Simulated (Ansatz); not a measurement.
# C₂H₄AlFO: a ladder of functionals and wavefunction methods

Aim: compute C₂H₄AlFO with functionals from several rungs and with coupled cluster, and see how far each lands from CCSD(T) at the basis-set limit for the atomisation energy.

The runs use Ansatz 0.2.0, Gaussian basis; functionals in def2-TZVPP, the program's frozen cores in correlated methods.

Plan: LDA (SPW92), PBE-D4, revPBE-D4, BLYP-D4, r2SCAN-D4, B97M-V, PBE0-D4, B3LYP-D4, r2SCANh-D4, r2SCAN0-D4, HSE06-D4, BHLYP-D4, CAM-B3LYP-D4, LC-ωPBE, ωB97X-V, ωB97M-V, B2PLYP, PBE-QIDH; CCSD(T)/def2-SVP; CCSD(T)/def2-TZVPP; MP2/def2-QZVPP; extrapolation to the limit; RPA on PBE.

## 1. The geometry

The geometry comes from an earlier relaxation with PBE0-D4 in a triple-zeta def2 set; it is a stationary point, not always the lowest conformer.

SMILES `[OH][Al]1[CH2][CH]1F`, 9 atoms, charge 0, spin multiplicity 1.

Atoms are counted from 1 here; the program's logs count them from 0.

Bond lengths: O1–Al2 1.682 Å, O1–H6 0.956 Å, Al2–C3 1.905 Å, Al2–C4 1.908 Å, C3–C4 1.564 Å, C3–H7 1.100 Å, C3–H8 1.088 Å, C4–F5 1.379 Å, C4–H9 1.095 Å. Angles: Al2–O1–H6 125.5°, O1–Al2–C3 153.9°, O1–Al2–C4 157.2°, C3–Al2–C4 48.4°, Al2–C3–C4 65.9°, Al2–C3–H7 102.3°, Al2–C3–H8 142.6°, C4–C3–H7 109.2°, C4–C3–H8 118.8°, H7–C3–H8 109.5°, Al2–C4–C3 65.7°, Al2–C4–F5 134.9°, Al2–C4–H9 113.1°, C3–C4–F5 116.1°, C3–C4–H9 109.8°, F5–C4–H9 108.1°.

## 2. LDA

This LDA is Slater exchange with PW92 correlation.

File in.yaml:

```yaml
crystal:
  periodic: [false, false, false]
  atoms:
    - {symbol: O, position_ang: [-1.184988, 1.914937, -1.319154]}
    - {symbol: Al, position_ang: [-0.407656, 0.744216, -0.394774]}
    - {symbol: C, position_ang: [0.760035, -0.739839, -0.143581]}
    - {symbol: C, position_ang: [-0.061470, -0.351263, 1.129147]}
    - {symbol: F, position_ang: [-0.727673, -1.381371, 1.758913]}
    - {symbol: H, position_ang: [-0.930177, 2.186397, -2.199431]}
    - {symbol: H, position_ang: [0.235492, -1.543535, -0.680807]}
    - {symbol: H, position_ang: [1.809270, -1.004178, -0.029467]}
    - {symbol: H, position_ang: [0.595669, 0.128435, 1.862156]}
basis:
  gaussian: {orbitals: def2-TZVPP}
hamiltonian: {xc: lda}
output: {orbitals: {seedname: orbitals}}
```

Launch:

```console
$ ansatz run in.yaml --threads 2 --pin off --events-out ev --progress --plain --max-ram 4352MiB
```

After this run come: PBE-D4 (GGA); revPBE-D4 (GGA); BLYP-D4 (GGA); r2SCAN-D4 (meta-GGA); B97M-V (meta-GGA); PBE0-D4 (hybrid); B3LYP-D4 (hybrid); r2SCANh-D4 (hybrid); r2SCAN0-D4 (hybrid); HSE06-D4 (hybrid); BHLYP-D4 (hybrid); CAM-B3LYP-D4 (range-separated); LC-ωPBE (range-separated); ωB97X-V (range-separated); ωB97M-V (range-separated); B2PLYP (double hybrid); PBE-QIDH (double hybrid); CCSD(T) in def2-SVP; CCSD(T) in def2-TZVPP; MP2 in def2-QZVPP; RPA on PBE orbitals.

Q: Predict the results of all the runs planned. Wanted: atomisation energy, CCSD(T)/CBS; farthest beyond LDA; mean size of error, GGA; mean size of error, meta-GGA; mean size of error, hybrid; mean size of error, range-separated; mean size of error, double hybrid; gap, smallest and largest; T1 diagnostic.

The runs gave:

| quantity | value |
| --- | --- |
| atomisation energy, CCSD(T)/CBS | 800.9 kcal/mol |
| functionals within 4.0 kcal/mol (0.5 %) | revPBE-D4, BLYP-D4, B97M-V, PBE0-D4, r2SCANh-D4, HSE06-D4, CAM-B3LYP-D4, LC-ωPBE, ωB97X-V, ωB97M-V |
| farthest beyond LDA | BHLYP-D4 (-37.8 kcal/mol) |
| mean size of error, GGA | 9.1 kcal/mol |
| mean size of error, meta-GGA | 2.8 kcal/mol |
| mean size of error, hybrid | 10.5 kcal/mol |
| mean size of error, range-separated | 0.9 kcal/mol |
| mean size of error, double hybrid | 8.8 kcal/mol |
| gap, smallest and largest | 3.12 eV (LDA (SPW92)), 10.01 eV (LC-ωPBE) |
| T1 diagnostic | 0.0133 |
| triples share of the correlation energy | 3.7 % |

**Reading.** The LDA atomisation energy is off by 134.3 kcal/mol (17 %): it overbinds. PBE-D4 is off by +22.0 kcal/mol. Double hybrids carry the basis error of their MP2 part in triple zeta, and no dispersion term here, so their miss is partly the set-up's. The rungs range-separated, meta-GGA miss on average by less than the doubt on the reference (4.0 kcal/mol), so they tie. The reference freezes the cores and leaves out relativity and excitations past (T), so misses under about 4.0 kcal/mol can't be ranked. Hartree-Fock recovers 69 % of the binding; the rest is correlation. CCSD(T) in def2-SVP is off by -50.3 kcal/mol, more than most functionals: a good method in a small basis is no reference. The gap grows from 3.1 to 10.0 eV across the functionals, mostly with the share of exact exchange.
